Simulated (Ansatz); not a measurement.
# HfB2: further runs on the relaxed cell

One table from this session's results is given with a row withheld; the runs are named, their logs left out.

Computed with Ansatz 0.2.0 (DFT PBE, scalar-relativistic, plane waves, PAW, unless a step's input says otherwise).

1 further run of the same task is left out (set aside as unsound or not needed).

**The system as given**

Symmetry: P6/mmm, No. 191, hexagonal system. Conventional cell: a = 3.145 Å, b = 3.145 Å, c = 3.487 Å, α = 90.00°, β = 90.00°, γ = 120.00°. Hf (site symmetry 6/mmm) is surrounded by 12 B at 2.52 Å. B (site symmetry -6m2) is surrounded by 3 B at 1.82 Å and 6 Hf at 2.52 Å.

As a file:

```cif
data_structure
_symmetry_space_group_name_H-M 'P 1'
_symmetry_Int_Tables_number 1
_cell_length_a 3.1451
_cell_length_b 3.1451
_cell_length_c 3.4873
_cell_angle_alpha 90.000
_cell_angle_beta 90.000
_cell_angle_gamma 120.000
_cell_volume 29.87
loop_
_atom_site_label
_atom_site_type_symbol
_atom_site_fract_x
_atom_site_fract_y
_atom_site_fract_z
_atom_site_occupancy
Hf1 Hf 0.00000 0.00000 0.00000 1
B1 B 0.33333 0.66667 0.50000 1
B2 B 0.66667 0.33333 0.50000 1
```

This cell was relaxed beforehand with the same method: volume 9.96 Å³/atom, gap on the mesh none (metal).

Set-up of the first run:

File input.yaml:

```yaml
crystal:
  lattice:
    - [3.1450633614, 0.0, 0.0]
    - [-1.5725316807, 2.7237047675, 0.0]
    - [0.0, 0.0, 3.4872976869]
  atoms:
    - { symbol: Hf, position: [0.0, 0.0, 0.0] }
    - { symbol: B, position: [0.3333333333, 0.6666666667, 0.5] }
    - { symbol: B, position: [0.6666666667, 0.3333333333, 0.5] }
basis:
  ecutwfc: 420
kpoints:
  mp_grid: { grid: [15, 15, 12] }
  band_path:
    path:
      - [[0.0, 0.0, 0.0], [0.5, 0.0, 0.0], [0.33333333, 0.33333333, 0.0], [0.0, 0.0, 0.0], [0.0, 0.0, 0.5], [0.5, 0.0, 0.5], [0.33333333, 0.33333333, 0.5], [0.0, 0.0, 0.5]]
      - [[0.5, 0.0, 0.5], [0.5, 0.0, 0.0]]
      - [[0.33333333, 0.33333333, 0.5], [0.33333333, 0.33333333, 0.0]]
    npoints: 14
hamiltonian:
  xc: pbe
scf:
  occupations: { method: gaussian, width: 0.1 }
  n_extra_bands: 7
output:
  forces: true
  stress: true
  eigenvalues: true
  populations: true
  dos: { projected: true, de: 0.02, nscf_kmesh: { grid: [23, 23, 18] } }
  bader: true
```

Started as:

```sh
> ansatz run input.yaml --threads 1 --pin off --max-ram 2560MiB --backend cpu --events-out ev --progress --plain --runs-dir out
```

Steps of the session up to this table: Bands, states and charges; Back to the database's cell; Volume × 0.97; Volume × 1.03; Volume × 0.94; Volume × 1.06; The cell scaled to 0.91 of its volume; Point at V/V0 = 1.10; Volume × 0.88.

One table of the session follows, with a row left open; its other results are not shown here.

It belongs to the step «Fit of the equation of state». 

| volume (Å³/atom) | energy above the lowest point (meV/atom) | pressure (GPa) |
| --- | --- | --- |
| 8.763 | 136.7 | 40.67 |
| 9.061 | ? | ? |
| 9.360 | 30.7 | 17.33 |
| 9.659 | 7.3 | 8.03 |
| 9.958 | 0.0 | 0.01 |
| 10.256 | 6.6 | -6.91 |
| 10.555 | 25.2 | -12.87 |
| 10.953 | 65.8 | -19.58 |

**Question.** Estimate the row for volume (Å³/atom) = 9.061.

Worked estimate for «energy above the lowest point (meV/atom)». A straight line through the neighbours (8.763, 136.7) and (9.360, 30.7) gives 136.7 + (30.7 − 136.7) × (9.061 − 8.763) / (9.360 − 8.763) = 83.8; a parabola fitted to 3 rows on both sides gives 73.9.

The run gave: energy above the lowest point (meV/atom): 72.8; pressure (GPa): 28.12. In «energy above the lowest point (meV/atom)» the line misses by +11.0 and the parabola by +1.1.
